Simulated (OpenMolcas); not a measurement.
# V²⁺ with 6 ligands (water): CASSCF and CASPT2 levels and susceptibility

Which state of V²⁺ lies lowest among these ligands, how large is the field, and what χT follows?

Program: OpenMolcas 26.06. Level of theory: state-averaged CASSCF and CASPT2, spin-orbit coupling by RASSI with atomic mean-field integrals. These are calculated values, not measurements, unless marked.

### Step 1. The system

| Property | Result |
| --- | --- |
| Species | V²⁺ (vanadium, Z = 23, 21 electrons) |
| Basis | ANO-RCC-VDZP [5s4p2d1f], 178 functions with the ligands |
| Scalar Hamiltonian | DKH2, point nucleus |
| Inactive shells | 1s 2s 2p 3s 3p of the metal, and all ligand shells |
| Active space | 3 electrons in 5 orbitals (3d) |
| Some configurations of this space | 3d³ |
| Orbitals | optimised for each spin and parity, averaged over all roots |

Outer shells as boxes (Hund's rule):

3d3
```
3d [↑ ][↑ ][↑ ][  ][  ]
```

V²⁺ is taken with 6 ligands (water) in octahedron coordination (Th) at 2.15 Å. Ligand basis ANO-RCC-VDZP. The distances are assumed, not relaxed.

```xyz
19

V     0.0000    0.0000    0.0000
O     2.1500    0.0000    0.0000
H     2.7270    0.7797    0.0000
H     2.7270   -0.7797    0.0000
O     0.0000    2.1500    0.0000
H     0.0000    2.7270    0.7797
H     0.0000    2.7270   -0.7797
O    -2.1500    0.0000    0.0000
H    -2.7270    0.7797    0.0000
H    -2.7270   -0.7797    0.0000
O     0.0000   -2.1500    0.0000
H     0.0000   -2.7270    0.7797
H     0.0000   -2.7270   -0.7797
O     0.0000    0.0000    2.1500
H     0.7797    0.0000    2.7270
H    -0.7797    0.0000    2.7270
O     0.0000    0.0000   -2.1500
H     0.7797    0.0000   -2.7270
H    -0.7797    0.0000   -2.7270
```

The work runs as a chain of OpenMolcas steps in one folder; each step below is one input file. Labels, J, g values, rates, χT and fits are worked out afterwards by a script from the matrices that RASSI stores.

### Step 2. One- and two-electron integrals

Input file a.inp:

```
&GATEWAY
Coord
19

V 0.0 0.0 0.0
O 2.150000 0.000000 0.000000
H 2.726978 0.779741 0.000000
H 2.726978 -0.779741 0.000000
O 0.000000 2.150000 0.000000
H 0.000000 2.726978 0.779741
H 0.000000 2.726978 -0.779741
O -2.150000 0.000000 0.000000
H -2.726978 0.779741 0.000000
H -2.726978 -0.779741 0.000000
O 0.000000 -2.150000 0.000000
H 0.000000 -2.726978 0.779741
H 0.000000 -2.726978 -0.779741
O 0.000000 0.000000 2.150000
H 0.779741 0.000000 2.726978
H -0.779741 0.000000 2.726978
O 0.000000 0.000000 -2.150000
H 0.779741 0.000000 -2.726978
H -0.779741 0.000000 -2.726978
Basis=V.ANO-RCC-VDZP,H.ANO-RCC-VDZP,O.ANO-RCC-VDZP
Group=XYZ
NoMove
AngMom=0.0 0.0 0.0
AMFI
RICD
&SEWARD
```

Started as:

```
OMP_NUM_THREADS=1 MOLCAS_MEM=2457 MOLCAS_PROJECT=a pymolcas a.inp > a.log
```

### Step 3. CASSCF: quartets of even parity, 10 roots

Input file a.inp:

```
&RASSCF
FileOrb=start.orb
Symmetry=1
Spin=4
nActEl=3 0 0
Inactive=18 21
Ras2=5 0
CIRoot=10 10 1
SDav=10
CIMx=300
Iter=150 100
PrWF=0.3
OrbListing=Nothing
MaxOrb=0
LevShft=1.0
>>> COPY $Project.JobIph JOB001
```

start.orb holds start orbitals that the driver prepared beforehand, or those of the step before.

### Step 4. CASSCF: doublets of even parity, 40 roots

Input file a.inp:

```
&RASSCF
FileOrb=start.orb
Symmetry=1
Spin=2
nActEl=3 0 0
Inactive=18 21
Ras2=5 0
CIRoot=40 40 1
SDav=40
CIMx=300
Iter=150 100
PrWF=0.3
OrbListing=Nothing
MaxOrb=0
LevShft=1.0
>>> COPY $Project.JobIph JOB002
```

### Step 5. RASSI: spin-orbit coupling between the states

Input file a.inp:

```
&RASSI
NrOfJobIphs=2 10 40
1 2 3 4 5 6 7 8 9 10
1 2 3 4 5 6 7 8 9 10 11 12 13 14 15 16 17 18 19 20 21 22 23 24 25 26 27
28 29 30 31 32 33 34 35 36 37 38 39 40
IphNames
JOB001
JOB002
EJob
SpinOrbit
DIPRint=1.0
SOCoupling=1000.0
Subsets=2
Property=9
'ANGMOM' 1 'ANGMOM' 2 'ANGMOM' 3 'MLTPL  1' 1 'MLTPL  1' 2 'MLTPL  1' 3
'AMFI' 1 'AMFI' 2 'AMFI' 3
SOProperty=3
'ANGMOM' 1 'ANGMOM' 2 'ANGMOM' 3
```

### Step 6. CASPT2: IPEA 0.25, imaginary shift 0.1 (closed shells correlated: 3s 3p of the metal, with ligand shells; the Frozen line counts the rest)

Input file a.inp:

```
>>> COPY JOB001 $Project.JobIph
&CASPT2
Multistate=10 1 2 3 4 5 6 7 8 9 10
NoMult
Frozen=5 6
IPEA=0.25
Imaginary=0.1
MaxIter=60
WThr=0.0 0.3 0.05
PrWF=0.5
NoMix
>>> COPY JOB002 $Project.JobIph
&CASPT2
Multistate=40 1 2 3 4 5 6 7 8 9 10 11 12 13 14 15 16 17 18 19 20 21 22
23 24 25 26 27 28 29 30 31 32 33 34 35 36 37 38 39 40
NoMult
Frozen=5 6
IPEA=0.25
Imaginary=0.1
MaxIter=60
WThr=0.0 0.3 0.05
PrWF=0.5
NoMix
```

(Steps that only read results are left out.)

Q: Predict the outcome of this session. Wanted: spin-free ground state; first state of the same spin within the active space; lowest level; next level.

As calculated:

| quantity | value |
| --- | --- |
| method | SS-CASPT2, IPEA 0.25, imaginary shift 0.1 (closed shells correlated: 3s 3p of the metal, with ligand shells; the Frozen line counts the rest) |
| spin-free ground state | 4A2, 1-fold in its orbital part |
| first state of the same spin within the active space | 4T2 at 11200 cm⁻¹ |
| lowest level | 4-fold Γ8 |
| next level | 11164.8 cm⁻¹ |
| χT at 300 K | 1.85 cm³ K/mol |
| effective moment at 300 K | 3.85 μB |

Cost by method:

```
                                              method  time of its own steps  time with the reference
                                           A. CASSCF                   34 s                     34 s
B. SS-CASPT2, IPEA 0.25, imaginary shift 0.1, +3s 3p                5.3 min                  5.9 min
```

Times are of one thread on a shared host.

The spin-free ground state (4A2) comes to 100 % from free-ion F terms and keeps the highest spin of the shell. χT at 300 K is 1.85, against 1.88 cm³ K/mol for the spin alone; near agreement at one temperature doesn't show that the orbital moment is quenched. A ligand-field fit to the states below 45000 cm-1 gives 10Dq = 11746 cm-1, B = 742 cm-1 and C = 2981 cm-1 (C/B = 4.02), with a deviation of 594 cm-1. CASPT2 does not keep the components of a term degenerate, and the means are used.
